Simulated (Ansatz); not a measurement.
# BrH4NSi: the cost of one run

All numbers are computed with Ansatz 0.2.0, driven from Python. Level of theory: BLYP/def2-SVP.

**1. The structure**

Bond lengths: N1–Si2 1.656 Å, Si2–Br3 2.203 Å, N1–H4 1.026 Å, N1–H5 1.073 Å, Si2–H6 1.481 Å, Si2–H7 1.491 Å. Angles: N1–Si2–Br3 106.0°, N1–Si2–H6 109.0°, N1–Si2–H7 107.2°, Br3–Si2–H6 110.1°, Br3–Si2–H7 110.5°, H6–Si2–H7 113.6°, Si2–N1–H4 107.0°, Si2–N1–H5 108.1°, H4–N1–H5 102.1°.

No structure file is read: the coordinates are typed or built in the script.

**2. Script**

Input file run_md.py:

```python
'''A short Born-Oppenheimer trajectory of BrH4NSi.'''

import ansatz as az
import numpy as np

GEOMETRY = '''
N    -0.96330   -0.49190   -0.23750
Si    0.50370   -0.06620    0.40110
Br    1.21330    1.64400   -0.79320
H    -0.82230   -0.63370   -1.24360
H    -1.59870    0.37310   -0.21840
H     0.31400    0.34110    1.81240
H     1.41460   -1.23450    0.23350
'''

molecule = az.Crystal.molecule()
for line in GEOMETRY.strip().splitlines():
    symbol, *xyz = line.split()
    molecule = molecule.atom(symbol, [float(v) for v in xyz])

job = molecule.calculation().basis(gaussian='def2-SVP').functional('blyp').accuracy('medium')
symbols = [site.symbol for site in molecule.cartesian_sites]
start = np.array([site.position_ang for site in molecule.cartesian_sites], dtype=float)
data = job.relax(force_tolerance=0.02).run().report
end = np.array(data['positions_ang'])
minimum = az.Crystal.molecule()
for symbol, place in zip(symbols, end):
    minimum = minimum.atom(symbol, place.tolist())

# dynamics from the relaxed geometry
job = (
    minimum.calculation()
    .basis(gaussian='def2-SVP')
    .functional('blyp')
    .accuracy('medium')
    .md('nve', timestep=0.25, steps=40, temperature=200, initial_velocities='maxwell_boltzmann', seed=64)
)
frames = []
res = job.session().plan().execute(on_event=lambda e: frames.append(e['data']) if e['event'] == 'md_step' else None)
print('t (fs)   E_pot (eV)      E_kin (eV)   T (K)   d(0-1) (A)')
for f in frames[::2]:
    xyz = np.array(f['positions_ang'])
    print(f'{f["time_fs"]:6.2f} {f["lagrangian_ev"]:14.5f} {f["e_kin_ev"]:10.5f} {f["temperature_k"]:8.1f} {np.linalg.norm(xyz[0] - xyz[1]):9.4f}')
kept = np.array([f['conserved_ev'] for f in frames])
print(f'conserved energy moves by at most {1000 * np.ptp(kept):.3f} meV')
```

**3. The run**

The run is started by

```bash
$ python run_md.py
```

Q: Estimate wall time and peak memory on 1 thread of Arm Neoverse V1, shared host.

About 1.8 min, with a peak of 0.2 GiB.
